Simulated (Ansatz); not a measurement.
# Te2Mo: the cost of one run

Computed with Ansatz 0.2.0 (DFT LDA, scalar-relativistic, plane waves, PAW, unless a step's input says otherwise).

## Step 1: The starting structure

The structure is hexagonal, space group P-6m2 (No. 187). The conventional cell has a = 3.562 Å, b = 3.562 Å, c = 31.563 Å, α = 90.00°, β = 90.00°, γ = 120.00°. Te (site symmetry 3m) has 3 Mo at 2.73 Å in its first shell of neighbours. Mo (site symmetry 3m) is surrounded by 6 Te at 2.73 Å. Mo (site symmetry -6m2) has 6 Te at 2.73 Å in its first shell of neighbours.

Coordinates:

```
CELL_PARAMETERS angstrom
3.56242 0.00000 0.00000
-1.78121 3.08514 0.00000
0.00000 0.00000 31.56327
ATOMIC_POSITIONS crystal
Te 0.00000 0.00000 0.94324
Te 0.33333 0.66667 0.71101
Te 0.33333 0.66667 0.17560
Te 0.33333 0.66667 0.82440
Te 0.33333 0.66667 0.28899
Te 0.00000 0.00000 0.05676
Mo 0.00000 0.00000 0.76769
Mo 0.00000 0.00000 0.23231
Mo 0.33333 0.66667 0.00000
```

The structure comes from the Materials Project (structure only).

(A quick probe on a coarse mesh, which set the mesh and smearing, is not shown.)

## Step 3: Relaxing cell and atoms

The input, input.yaml:

```yaml
crystal:
  lattice:
    - [3.5624185427, 0.0, 0.0]
    - [-1.7812092714, 3.0851449569, 0.0]
    - [0.0, 0.0, 31.56326574]
  atoms:
    - { symbol: Te, position: [0.0, 0.0, 0.94323792] }
    - { symbol: Te, position: [0.33333333, 0.66666667, 0.71101378] }
    - { symbol: Te, position: [0.33333333, 0.66666667, 0.17559575] }
    - { symbol: Te, position: [0.33333333, 0.66666667, 0.82440425] }
    - { symbol: Te, position: [0.33333333, 0.66666667, 0.28898622] }
    - { symbol: Te, position: [0.0, 0.0, 0.05676208] }
    - { symbol: Mo, position: [0.0, 0.0, 0.76769399] }
    - { symbol: Mo, position: [0.0, 0.0, 0.23230601] }
    - { symbol: Mo, position: [0.33333333, 0.66666667, 0.0] }
basis:
  ecutwfc: 420
kpoints:
  mp_grid: { grid: [12, 12, 1] }
hamiltonian:
  xc: lda
scf:
  occupations: { method: gaussian, width: 0.02 }
output:
  forces: true
  stress: true
  eigenvalues: true
relax:
  adjacent_minimum: "off"
  f_tol: 0.005
  max_steps: 80
  cell: { stress_tol: 0.05 }
```

Run with:

```console
ansatz run input.yaml --threads 2 --pin off --max-ram 5120MiB --backend cpu --events-out ev --progress --plain --runs-dir out
```

Q: Estimate wall time and peak memory on 2 threads of Arm Neoverse V1, shared host.

About 5.4 min, with a peak of 0.83 GiB.
